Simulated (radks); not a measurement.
# Bi³⁻ held by a Watson sphere

Aim: the size and levels of Bi³⁻ inside a shell of charge +3 and radius R, which stands for the Madelung well of a crystal, for several R.

Program: radks (a radial shooting solver on a logarithmic mesh, Libxc functionals) version 1. Level of theory: scalar-relativistic Kohn-Sham, LDA (Slater exchange, Perdew-Wang correlation), spin-polarised, spherical densities, finite nucleus. These are calculated values, not measurements, unless marked.

### Step 1. Starting point

* element: bismuth (Z = 83)
* charge: -3
* electrons: 86
* configuration: [Rn]
* nuclear rms radius: 5.5211 fm

The outer shells:

Bi³⁻
```
[Xe] core
4f [↑↓][↑↓][↑↓][↑↓][↑↓][↑↓][↑↓]
5d [↑↓][↑↓][↑↓][↑↓][↑↓]
6s [↑↓]
6p [↑↓][↑↓][↑↓]
```

### Step 2. R = 3.07 bohr

Settings of this run:

```text
Z 83
configuration [Rn]
relativity scalar-relativistic
functional lda,pw
spin polarised
nucleus finite rms 5.5211 fm
c 137.035999084
watson charge 3 radius 3.07 bohr
response adiabatic LDA kernel
```

### Step 3. R = 4.08 bohr

Changes since step 2:

```diff
@@ -7,3 +7,3 @@
 c 137.035999084
-watson charge 3 radius 3.07 bohr
+watson charge 3 radius 4.08 bohr
 response adiabatic LDA kernel
```

### Step 4. R = 5.04 bohr

Changes since step 3:

```diff
@@ -7,3 +7,3 @@
 c 137.035999084
-watson charge 3 radius 4.08 bohr
+watson charge 3 radius 5.04 bohr
 response adiabatic LDA kernel
```

### Step 5. R = 5.58 bohr

Changes since step 4:

```diff
@@ -7,3 +7,3 @@
 c 137.035999084
-watson charge 3 radius 5.04 bohr
+watson charge 3 radius 5.58 bohr
 response adiabatic LDA kernel
```

### Step 6. R = 6.28 bohr

Changes since step 5:

```diff
@@ -7,3 +7,3 @@
 c 137.035999084
-watson charge 3 radius 5.58 bohr
+watson charge 3 radius 6.28 bohr
 response adiabatic LDA kernel
```

### Step 7. R = 6.33 bohr

Changes since step 6:

```diff
@@ -7,3 +7,3 @@
 c 137.035999084
-watson charge 3 radius 6.28 bohr
+watson charge 3 radius 6.33 bohr
 response adiabatic LDA kernel
```

### Step 8. R = 6.43 bohr

Changes since step 7:

```diff
@@ -7,3 +7,3 @@
 c 137.035999084
-watson charge 3 radius 6.33 bohr
+watson charge 3 radius 6.43 bohr
 response adiabatic LDA kernel
```

Before running it: what results should come out? Wanted: for each run, R; highest level; its <r>; sum of <r²>; α.

As calculated:

| R (bohr) | highest level (eV) | its <r> (bohr) | sum of <r²> (bohr²) | α (bohr³) |
| --- | --- | --- | --- | --- |
| 3.07 | -6.262 | 3.059 | 108.6 | 72.33 |
| 4.08 | -4.812 | 3.464 | 128.2 | 134.5 |
| 5.04 | -3.752 | 3.827 | 148.6 | 235.7 |
| 5.58 | -3.288 | 4.020 | 160.9 | 317.2 |
| 6.28 | -2.800 | 4.261 | 178.0 | 458.9 |
| 6.33 | -2.770 | 4.278 | 179.3 | 470.9 |
| 6.43 | -2.710 | 4.312 | 181.8 | 495.7 |

From R = 3.07 to 6.43 bohr the top level moves from -6.262 to -2.710 eV and its mean radius from 3.06 to 4.31 bohr. A wider sphere makes a shallower well, so the ion swells. The polarisability goes from 72.3 to 496 bohr³. Response by self-consistent Sternheimer equations with the Hartree and adiabatic LDA kernel, the relativistic mass of each level held fixed and spin-orbit coupling left out. The sphere does not respond.
